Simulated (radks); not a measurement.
# Ar⁺ in [Ne] 3s2 3p4 4s1: an all-electron calculation

What are the levels of the argon ion Ar+, how large are its shells, and how does its energy divide?

Program: radks (a radial shooting solver on a logarithmic mesh, Libxc functionals) version 1. Level of theory: scalar-relativistic Kohn-Sham, PBE, spin-unpolarised, spherical densities, finite nucleus. These are calculated values, not measurements, unless marked.

## 1. The system

```
element            : argon (Z = 18)
charge             : +1
electrons          : 17
configuration      : [Ne] 3s2 3p4 4s1
nuclear rms radius : 3.4274 fm
```

Outer shells as boxes (Hund's rule):

Ar⁺
```
[Ne] core
3s [↑↓]
3p [↑↓][↑ ][↑ ]
4s [↑ ]
```

## 2. The calculation

Settings of this run:

```text
Z 18
configuration [Ne] 3s2 3p4 4s1
relativity scalar-relativistic
functional pbe,pbe
spin unpolarised
nucleus finite rms 3.4274 fm
c 137.035999084
```

The run is started by

```console
$ python run_ks.py task.json out
```

This one command runs every case of the session in turn.

What does the calculation give?

**Answer**, as computed:

| quantity | value |
| --- | --- |
| total energy | -527.98214 hartree |
| exchange-correlation share of it | 5.70 % |
| −T/E | 1.0053 |
| highest occupied level | 4s, -8.217 eV |
| most extended occupied level | 4s, <r> = 3.94 bohr |
| radius at density 0.001 e/bohr³ | 4.48 bohr |
| maxima of the radial density | 3 |

**Reading.** The radial density shows 3 maxima for 4 occupied principal shells; where shells overlap, one shows as a shoulder or not at all. −T/E is 1.005: with relativity the kinetic term as defined here no longer equals −E. This is not the tabulated ground configuration, so its levels and sizes aren't those of the ground state, and no measured value stands beside it.
